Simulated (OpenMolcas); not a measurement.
# Fe⁴⁺ among point charges: CASSCF and CASPT2 levels and susceptibility

Aim: the splitting of the states of Fe⁴⁺ in the field of 6 point charges, its lowest levels with spin-orbit coupling and its magnetic susceptibility.

Program: OpenMolcas 26.06. Level of theory: state-averaged CASSCF and CASPT2, spin-orbit coupling by RASSI with atomic mean-field integrals. These are calculated values, not measurements, unless marked.

## 1. What is computed

```
Species                           : Fe⁴⁺ (iron, Z = 26, 22 electrons)
Basis                             : ANO-RCC-VDZP [5s4p2d1f], 34 functions
Scalar Hamiltonian                : DKH2, point nucleus
Inactive shells                   : 1s 2s 2p 3s 3p
Active space                      : 4 electrons in 5 orbitals (3d)
Some configurations of this space : 3d⁴
Orbitals                          : optimised for each spin and parity, averaged over all roots
```

The outer shells:

3d4
```
3d [↑ ][↑ ][↑ ][↑ ][  ]
```

The ion sits among 6 point charges of -2 e arranged as a trigonal prism (D3h), 1.86 Å from the ion, with a polar angle of 57.4° against the regular 49.1°.

The work runs as a chain of OpenMolcas steps in one folder; each step below is one input file. Labels, J, g values, rates, χT and fits are worked out afterwards by a script from the matrices that RASSI stores.

## 2. One- and two-electron integrals

Input file a.inp:

```
&GATEWAY
Coord
1

Fe 0.0 0.0 0.0
Basis=ANO-RCC-VDZP
Group=NoSym
NoMove
AngMom=0.0 0.0 0.0
AMFI
XField
6 Angstrom 0
1.567783 0.000000 1.000828 -2.000000
-0.783891 1.357740 1.000828 -2.000000
-0.783891 -1.357740 1.000828 -2.000000
1.567783 0.000000 -1.000828 -2.000000
-0.783891 1.357740 -1.000828 -2.000000
-0.783891 -1.357740 -1.000828 -2.000000
&SEWARD
```

Launch:

```sh
$ OMP_NUM_THREADS=1 MOLCAS_MEM=1689 MOLCAS_PROJECT=a pymolcas a.inp > a.log
```

## 3. CASSCF: quintets, 5 roots

Input file a.inp:

```
&RASSCF
FileOrb=start.orb
Symmetry=1
Spin=5
nActEl=4 0 0
Inactive=9
Ras2=5
CIRoot=5 5 1
SDav=5
CIMx=300
Iter=120 100
PrWF=0.3
OrbListing=Nothing
MaxOrb=0
>>> COPY $Project.JobIph JOB001
```

start.orb holds the contracted functions of the basis, ordered by shell, or the orbitals of the step before.

## 4. CASSCF: triplets, 45 roots

Input file a.inp:

```
&RASSCF
FileOrb=start.orb
Symmetry=1
Spin=3
nActEl=4 0 0
Inactive=9
Ras2=5
CIRoot=45 45 1
SDav=45
CIMx=300
Iter=120 100
PrWF=0.3
OrbListing=Nothing
MaxOrb=0
>>> COPY $Project.JobIph JOB002
```

## 5. CASSCF: singlets, 50 roots

Input file a.inp:

```
&RASSCF
FileOrb=start.orb
Symmetry=1
Spin=1
nActEl=4 0 0
Inactive=9
Ras2=5
CIRoot=50 50 1
SDav=50
CIMx=300
Iter=120 100
PrWF=0.3
OrbListing=Nothing
MaxOrb=0
>>> COPY $Project.JobIph JOB003
```

## 6. State interaction with spin-orbit coupling

Input file a.inp:

```
&RASSI
NrOfJobIphs=3 5 45 50
1 2 3 4 5
1 2 3 4 5 6 7 8 9 10 11 12 13 14 15 16 17 18 19 20 21 22 23 24 25 26 27
28 29 30 31 32 33 34 35 36 37 38 39 40 41 42 43 44 45
1 2 3 4 5 6 7 8 9 10 11 12 13 14 15 16 17 18 19 20 21 22 23 24 25 26 27
28 29 30 31 32 33 34 35 36 37 38 39 40 41 42 43 44 45 46 47 48 49 50
IphNames
JOB001
JOB002
JOB003
EJob
SpinOrbit
DIPRint=1.0
SOCoupling=1000.0
Subsets=2
Property=9
'ANGMOM' 1 'ANGMOM' 2 'ANGMOM' 3 'MLTPL  1' 1 'MLTPL  1' 2 'MLTPL  1' 3
'AMFI' 1 'AMFI' 2 'AMFI' 3
SOProperty=3
'ANGMOM' 1 'ANGMOM' 2 'ANGMOM' 3
```

## 7. CASPT2: IPEA 0.25, imaginary shift 0.1 (closed shells correlated: 3s 3p)

Input file a.inp:

```
>>> COPY JOB001 $Project.JobIph
&CASPT2
Multistate=5 1 2 3 4 5
NoMult
Frozen=5
IPEA=0.25
Imaginary=0.1
MaxIter=60
WThr=0.0 0.3 0.05
PrWF=0.5
NoMix
>>> COPY JOB002 $Project.JobIph
&CASPT2
Multistate=45 1 2 3 4 5 6 7 8 9 10 11 12 13 14 15 16 17 18 19 20 21 22
23 24 25 26 27 28 29 30 31 32 33 34 35 36 37 38 39 40 41 42 43 44 45
NoMult
Frozen=5
IPEA=0.25
Imaginary=0.1
MaxIter=60
WThr=0.0 0.3 0.05
PrWF=0.5
NoMix
>>> COPY JOB003 $Project.JobIph
&CASPT2
Multistate=50 1 2 3 4 5 6 7 8 9 10 11 12 13 14 15 16 17 18 19 20 21 22
23 24 25 26 27 28 29 30 31 32 33 34 35 36 37 38 39 40 41 42 43 44 45 46
47 48 49 50
NoMult
Frozen=5
IPEA=0.25
Imaginary=0.1
MaxIter=60
WThr=0.0 0.3 0.05
PrWF=0.5
NoMix
```

(Steps that only read results are left out.)

**Question.** What will these runs give? Wanted: spin-free ground state; first state of the same spin within the active space; lowest level; next level.

**Answer**, as computed:

| quantity | value |
| --- | --- |
| method | SS-CASPT2, IPEA 0.25, imaginary shift 0.1 (closed shells correlated: 3s 3p) |
| spin-free ground state | 5E, 2-fold in its orbital part |
| first state of the same spin within the active space | 5E at 646 cm⁻¹ |
| lowest level | 1-fold A1 |
| next level | 9.0 cm⁻¹ |
| χT at 300 K | 1.47 cm³ K/mol |
| effective moment at 300 K | 3.43 μB |

Cost by method:

```csv
method,time of its own steps,time with the reference
A. CASSCF,25 s,25 s
"B. SS-CASPT2, IPEA 0.25, imaginary shift 0.1, +3s 3p",6.6 s,31 s
```

Times are of one thread on a shared host.

What this shows: The spin-free ground state (5E) comes to 100 % from free-ion D terms and keeps the highest spin of the shell. χT at 300 K is 1.47, against 3.01 cm³ K/mol for the spin alone, so spin-orbit coupling lowers it. An active space of the d shell alone favours high spin; real ions in strong fields can be low spin. CASPT2 does not keep the components of a term degenerate, and the means are used. The field of point charges can differ much from that of real complexes. With metal d orbitals alone active, the gaps between spin states are rough; where two lie within a few thousand cm-1, their order is open. This is an electrostatic model: the charges have no orbitals.
